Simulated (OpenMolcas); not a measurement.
# Au⁴⁺ among point charges: CASSCF and CASPT2 levels and susceptibility

Aim: the splitting of the states of Au⁴⁺ in the field of 6 point charges, its lowest levels with spin-orbit coupling and its magnetic susceptibility.

The numbers are computed with OpenMolcas 26.06 (state-averaged CASSCF and CASPT2, spin-orbit coupling by RASSI with atomic mean-field integrals), except any that are marked as measured or tabulated.

## Step 1: Starting point

```
Species                           : Au⁴⁺ (gold, Z = 79, 75 electrons)
Basis                             : ANO-RCC-VDZP [7s6p4d2f], 59 functions
Scalar Hamiltonian                : DKH2, point nucleus
Inactive shells                   : 1s 2s 2p 3s 3p 3d 4s 4p 4d 4f 5s 5p
Active space                      : 7 electrons in 5 orbitals (5d)
Some configurations of this space : 5d7
Orbitals                          : optimised for each spin and parity, averaged over all roots
```

The outer shells:

5d7
```
5d [↑↓][↑↓][↑ ][↑ ][↑ ]
```

The ion sits among 6 point charges of -1.5 e arranged as a tetragonal octahedron (D4h), 2.44 Å from the ion, with the axial distance 2.196 Å.

Each step is its own input file, run in one work folder so that later steps find the files of earlier ones. Labels, J, g values, rates, χT and fits are worked out afterwards by a script from the matrices that RASSI stores. The input lists half of the charges; inversion (Group=XYZ) makes the rest.

## Step 2: One- and two-electron integrals

a.inp

```
&GATEWAY
Coord
1

Au 0.0 0.0 0.0
Basis=ANO-RCC-VDZP
Group=XYZ
NoMove
AngMom=0.0 0.0 0.0
AMFI
XField
3 Angstrom 0
2.440000 0.000000 0.000000 -1.500000
0.000000 2.440000 0.000000 -1.500000
0.000000 0.000000 2.196000 -1.500000
&SEWARD
```

Run with:

```
> OMP_NUM_THREADS=1 MOLCAS_MEM=1689 MOLCAS_PROJECT=a pymolcas a.inp > a.log
```

## Step 3: CASSCF: quartets of even parity, 10 roots

a.inp

```
&RASSCF
FileOrb=start.orb
Symmetry=1
Spin=4
nActEl=7 0 0
Inactive=15 19
Ras2=5 0
CIRoot=10 10 1
SDav=10
CIMx=300
Iter=120 100
PrWF=0.3
OrbListing=Nothing
MaxOrb=0
>>> COPY $Project.JobIph JOB001
```

start.orb holds the contracted functions of the basis, ordered by shell, or the orbitals of the step before.

## Step 4: Reference wave functions, doublets of even parity, 40 roots

a.inp

```
&RASSCF
FileOrb=start.orb
Symmetry=1
Spin=2
nActEl=7 0 0
Inactive=15 19
Ras2=5 0
CIRoot=40 40 1
SDav=40
CIMx=300
Iter=120 100
PrWF=0.3
OrbListing=Nothing
MaxOrb=0
>>> COPY $Project.JobIph JOB002
```

## Step 5: State interaction with spin-orbit coupling

a.inp

```
&RASSI
NrOfJobIphs=2 10 40
1 2 3 4 5 6 7 8 9 10
1 2 3 4 5 6 7 8 9 10 11 12 13 14 15 16 17 18 19 20 21 22 23 24 25 26 27
28 29 30 31 32 33 34 35 36 37 38 39 40
IphNames
JOB001
JOB002
EJob
SpinOrbit
DIPRint=1.0
SOCoupling=1000.0
Subsets=2
Property=9
'ANGMOM' 1 'ANGMOM' 2 'ANGMOM' 3 'MLTPL  1' 1 'MLTPL  1' 2 'MLTPL  1' 3
'AMFI' 1 'AMFI' 2 'AMFI' 3
SOProperty=3
'ANGMOM' 1 'ANGMOM' 2 'ANGMOM' 3
```

## Step 6: CASPT2: IPEA 0.25, imaginary shift 0.1 (closed shells correlated: 5s 5p)

a.inp

```
>>> COPY JOB001 $Project.JobIph
&CASPT2
Multistate=10 1 2 3 4 5 6 7 8 9 10
NoMult
Frozen=14 16
IPEA=0.25
Imaginary=0.1
MaxIter=60
WThr=0.0 0.3 0.05
PrWF=0.5
NoMix
>>> COPY JOB002 $Project.JobIph
&CASPT2
Multistate=40 1 2 3 4 5 6 7 8 9 10 11 12 13 14 15 16 17 18 19 20 21 22
23 24 25 26 27 28 29 30 31 32 33 34 35 36 37 38 39 40
NoMult
Frozen=14 16
IPEA=0.25
Imaginary=0.1
MaxIter=60
WThr=0.0 0.3 0.05
PrWF=0.5
NoMix
```

(Steps that only read results are left out.)

Q: Predict the outcome of this session. Wanted: spin-free ground state; first state of the same spin within the active space; lowest level; next level.

The runs gave:

| quantity | value |
| --- | --- |
| method | SS-CASPT2, IPEA 0.25, imaginary shift 0.1 (closed shells correlated: 5s 5p) |
| spin-free ground state | 4E, 2-fold in its orbital part |
| first state of the same spin within the active space | 4A2 at 907 cm⁻¹ |
| lowest level | 2-fold E1/2, g = 1.25, 1.25, 10.52 |
| next level | 830.4 cm⁻¹ |
| χT at 300 K | 4.21 cm³ K/mol |
| effective moment at 300 K | 5.80 μB |

Cost by method:

```tsv
method	time of its own steps	time with the reference
A. CASSCF	11 s	11 s
B. SS-CASPT2, IPEA 0.25, imaginary shift 0.1, +5s 5p	4.3 s	15 s
```

Times are of one thread on a shared host.

In words: The spin-free ground state (4E) comes to 99 % from free-ion F terms and keeps the highest spin of the shell. χT at 300 K is 4.21, against 1.88 cm³ K/mol for the spin alone, so orbital moment adds to it. An active space of the d shell alone favours high spin; real ions in strong fields can be low spin. The field of point charges can differ much from that of real complexes. With metal d orbitals alone active, the gaps between spin states are rough; where two lie within a few thousand cm-1, their order is open. Point charges carry no covalency, so the field is a model and not that of real ligands.
